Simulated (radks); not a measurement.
# The series with 3 electrons, Zn²⁷⁺ to Sr³⁵⁺

What does a rising nuclear charge do to the levels of a fixed set of electrons? The series is run ion by ion, all in [He] 2s1.

The numbers are computed with radks (a radial shooting solver on a logarithmic mesh, Libxc functionals) version 1 (scalar-relativistic Kohn-Sham, BLYP, spin-unpolarised, spherical densities, point nucleus), except any that are marked as measured or tabulated.

## (1) The atom as given

- electrons: 3
- ions: Zn²⁷⁺, Ga²⁸⁺, Ge²⁹⁺, As³⁰⁺, Se³¹⁺, Br³²⁺, Kr³³⁺, Rb³⁴⁺, Sr³⁵⁺
- configuration: [He] 2s1

Outer shells as boxes (Hund's rule):

[He] 2s1
```
[He] core
2s [↑ ]
```

In the logs a row gives level, spin channel, occupation and eigenvalue; Etot, Ekin, Encl (electron-nucleus), Eh (Hartree) and Exc are energies, all in hartree; err is the last residual, it the number of iterations.

## (2) Zn²⁷⁺

The run's settings:

```text
Z 30
configuration [He] 2s1
relativity scalar-relativistic
functional b88,lyp
spin unpolarised
nucleus point
c 137.035999084
```

Log:

```text
1s      1   2.0000        -423.71817915
2s      1   1.0000        -100.27751434
Etot -994.0975794462522
Ekin 1017.670452061586
Encl -2042.5234556785078
Eh 52.14102420392628
Exc -21.3856000332567
err 1.381019653459771e-09
it 13
```

The top filled level is 2s, -2728.7 eV.

Radial moments (bohr):

| level | occupation | energy (eV) | <r> | outermost maximum (interpolated) | 90 % within | nodes |
| --- | --- | --- | --- | --- | --- | --- |
| 1s | 2 | -11530.0 | 0.04994 | 0.0328 | 0.0891 | 0 |
| 2s | 1 | -2728.7 | 0.2056 | 0.178 | 0.314 | 1 |

The radial density on a logarithmic grid:

| r (bohr) | 4πr²ρ (e/bohr) |
| --- | --- |
| 0.00203 | 0.9456 |
| 0.00271 | 1.592 |
| 0.00361 | 2.646 |
| 0.00478 | 4.259 |
| 0.00638 | 6.787 |
| 0.00850 | 10.47 |
| 0.0113 | 15.48 |
| 0.0151 | 21.62 |
| 0.0202 | 27.97 |
| 0.0269 | 32.65 |
| 0.0356 | 33.29 |
| 0.0475 | 28.38 |
| 0.0633 | 19.13 |
| 0.0845 | 10.15 |
| 0.113 | 5.810 |
| 0.150 | 5.625 |
| 0.200 | 5.315 |
| 0.265 | 3.094 |
| 0.354 | 0.8927 |
| 0.472 | 0.1070 |
| 0.629 | 0.004230 |

## (3) Ga²⁸⁺

Input: that of step 2 with these lines changed.

```diff
@@ -1,2 +1,2 @@
-Z 30
+Z 31
 configuration [He] 2s1
```

Log:

```text
1s      1   2.0000        -453.88340268
2s      1   1.0000        -107.65057172
Etot -1063.4427798946092
Ekin 1090.4639770092176
Encl -2185.752646099617
Eh 53.984012355654144
Exc -22.13812315986403
err 1.4017823714749945e-09
it 13
```

2s is the highest filled level (-2929.3 eV).

## (4) Ge²⁹⁺

Input: that of step 3 with these lines changed.

```diff
@@ -1,2 +1,2 @@
-Z 31
+Z 32
 configuration [He] 2s1
```

Log:

```text
1s      1   2.0000        -485.12648754
2s      1   1.0000        -115.29723389
Etot -1135.2235313929634
Ekin 1166.0673292329066
Encl -2334.231036873979
Eh 55.83398877395577
Exc -22.893812525846684
err 1.4230075413907618e-09
it 13
```

The top filled level is 2s, -3137.4 eV.

## (5) As³⁰⁺

Input: that of step 4 with these lines changed.

```diff
@@ -1,2 +1,2 @@
-Z 32
+Z 33
 configuration [He] 2s1
```

Log:

```text
1s      1   2.0000        -517.45303298
2s      1   1.0000        -123.21923048
Etot -1209.4530119498477
Ekin 1244.5220310475704
Encl -2488.013480160733
Eh 57.6912361102745
Exc -23.652798946959898
err 1.4443569528487426e-09
it 13
```

Highest occupied level: 2s at -3353.0 eV.

## (6) Se³¹⁺

Input: that of step 5 with these lines changed.

```diff
@@ -1,2 +1,2 @@
-Z 33
+Z 34
 configuration [He] 2s1
```

Log:

```text
1s      1   2.0000        -550.86887188
2s      1   1.0000        -131.41836483
Etot -1286.1449454848866
Ekin 1325.8715706535884
Encl -2647.1573426083005
Eh 59.55604255231182
Exc -24.41521608248621
err 1.4655727732139394e-09
it 13
```

The top filled level is 2s, -3576.1 eV.

## (7) Br³²⁺

Input: that of step 6 with these lines changed.

```diff
@@ -1,2 +1,2 @@
-Z 34
+Z 35
 configuration [He] 2s1
```

Log:

```text
1s      1   2.0000        -585.38007639
2s      1   1.0000        -139.89651587
Etot -1365.313615173552
Ekin 1410.1614740963562
Encl -2811.7225907958327
Eh 61.428702124888325
Exc -25.181200598963876
err 1.4864605846942512e-09
it 13
```

The top filled level is 2s, -3806.8 eV.

## (8) Kr³³⁺

Input: that of step 7 with these lines changed.

```diff
@@ -1,2 +1,2 @@
-Z 35
+Z 36
 configuration [He] 2s1
```

Log:

```text
1s      1   2.0000        -620.99296382
2s      1   1.0000        -148.65563999
Etot -1446.9738774975528
Ekin 1497.4393816140948
Encl -2981.771881773431
Eh 63.309515000236765
Exc -25.950892338453727
err 1.506867612421762e-09
it 13
```

Highest occupied level: 2s at -4045.1 eV.

## (9) Rb³⁴⁺

Input: that of step 8 with these lines changed.

```diff
@@ -1,2 +1,2 @@
-Z 36
+Z 37
 configuration [He] 2s1
```

Log:

```text
1s      1   2.0000        -657.71410292
2s      1   1.0000        -157.69777311
Etot -1531.141177035421
Ekin 1587.755128658438
Encl -3157.370659020715
Eh 65.19878781925112
Exc -26.72443449239526
err 1.526684903631441e-09
it 13
```

2s is the highest filled level (-4291.2 eV).

## (10) Sr³⁵⁺

Input: that of step 9 with these lines changed.

```diff
@@ -1,2 +1,2 @@
-Z 37
+Z 38
 configuration [He] 2s1
```

Log:

```text
1s      1   2.0000        -695.55032039
2s      1   1.0000        -167.02503283
Etot -1617.8315620300798
Ekin 1681.1608318447363
Encl -3338.587254117657
Eh 67.09683402457469
Exc -27.501973781733973
err 1.5458382447539314e-09
it 13
```

Highest occupied level: 2s at -4545.0 eV.

## (11) What came out

| ion | E (hartree) | ε(1s) (eV) | ε(2s) (eV) | <r>(2s) (bohr) |
| --- | --- | --- | --- | --- |
| Zn²⁷⁺ | -994.09758 | -11530.0 | -2728.7 | 0.2056 |
| Ga²⁸⁺ | -1063.44278 | -12350.8 | -2929.3 | 0.1984 |
| Ge²⁹⁺ | -1135.22353 | -13201.0 | -3137.4 | 0.1917 |
| As³⁰⁺ | -1209.45301 | -14080.6 | -3353.0 | 0.1855 |
| Se³¹⁺ | -1286.14495 | -14989.9 | -3576.1 | 0.1796 |
| Br³²⁺ | -1365.31362 | -15929.0 | -3806.8 | 0.1740 |
| Kr³³⁺ | -1446.97388 | -16898.1 | -4045.1 | 0.1688 |
| Rb³⁴⁺ | -1531.14118 | -17897.3 | -4291.2 | 0.1639 |
| Sr³⁵⁺ | -1617.83156 | -18926.9 | -4545.0 | 0.1592 |

In words: Between Zn²⁷⁺ and Sr³⁵⁺, 2s binds 1.67 times more strongly and its mean radius falls by a factor 1.29. The order of these tabulated levels, which need not hold every outer shell, does not change along the series. The configuration is held, so it need not be the ground state of every ion.
